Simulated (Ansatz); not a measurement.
# ClFH4Si2Te: the cost of one run

All numbers below are computed with Ansatz 0.2.0 (RKS PBE0/def2-SVP).

### Step 1. The system as given

Bond lengths: F1–Si2 1.683 Å, Si2–Te3 2.454 Å, Si2–Si4 2.212 Å, Si4–Cl5 2.065 Å, Si2–H6 1.487 Å, Te3–H7 1.731 Å, Si4–H8 1.506 Å, Si4–H9 1.460 Å. Angles: F1–Si2–Te3 107.8°, F1–Si2–Si4 110.6°, F1–Si2–H6 111.8°, Te3–Si2–Si4 107.3°, Te3–Si2–H6 109.0°, Si4–Si2–H6 110.1°, Si2–Te3–H7 92.3°, Si2–Si4–Cl5 112.1°, Si2–Si4–H8 107.3°, Si2–Si4–H9 108.8°, Cl5–Si4–H8 107.8°, Cl5–Si4–H9 113.1°, H8–Si4–H9 107.5°.

Coordinates:

```xyz
9

F    -1.0600    0.0847    2.2672
Si   -0.2603    0.5741    0.8699
Te    2.1487    0.5631    1.3392
Si   -0.6167   -0.8609   -0.7753
Cl    0.3698   -0.3180   -2.5063
H    -0.6668    1.9417    0.4523
H     2.5372    1.0218   -0.2846
H    -2.0942   -0.8510   -1.0659
H    -0.2693   -2.2017   -0.3136
```

### Step 2. Relaxing end A

The input, input.yaml:

```yaml
crystal:
  periodic: [false, false, false]
  atoms:
    - { symbol: F, position_ang: [-1.06, 0.0847, 2.2672] }
    - { symbol: Si, position_ang: [-0.2603, 0.5741, 0.8699] }
    - { symbol: Te, position_ang: [2.1487, 0.5631, 1.3392] }
    - { symbol: Si, position_ang: [-0.6167, -0.8609, -0.7753] }
    - { symbol: Cl, position_ang: [0.3698, -0.318, -2.5063] }
    - { symbol: H, position_ang: [-0.6668, 1.9417, 0.4523] }
    - { symbol: H, position_ang: [2.5372, 1.0218, -0.2846] }
    - { symbol: H, position_ang: [-2.0942, -0.851, -1.0659] }
    - { symbol: H, position_ang: [-0.2693, -2.2017, -0.3136] }
basis:
  gaussian: { orbitals: def2-SVP }
hamiltonian:
  xc: pbe0
relax:
  f_tol: 0.015
  max_steps: 40
output:
  orbitals: {}
```

On the command line:

```bash
$ ansatz run input.yaml --threads 2 --pin off --max-ram 3072MiB --backend cpu --events-out ev --progress --plain --runs-dir out
```

**Question.** How long does this run take on 2 threads of Intel Xeon Platinum 8488C (Sapphire Rapids), shared host, and how much memory does it need?

About 1.8 min, with a peak of 0.32 GiB.
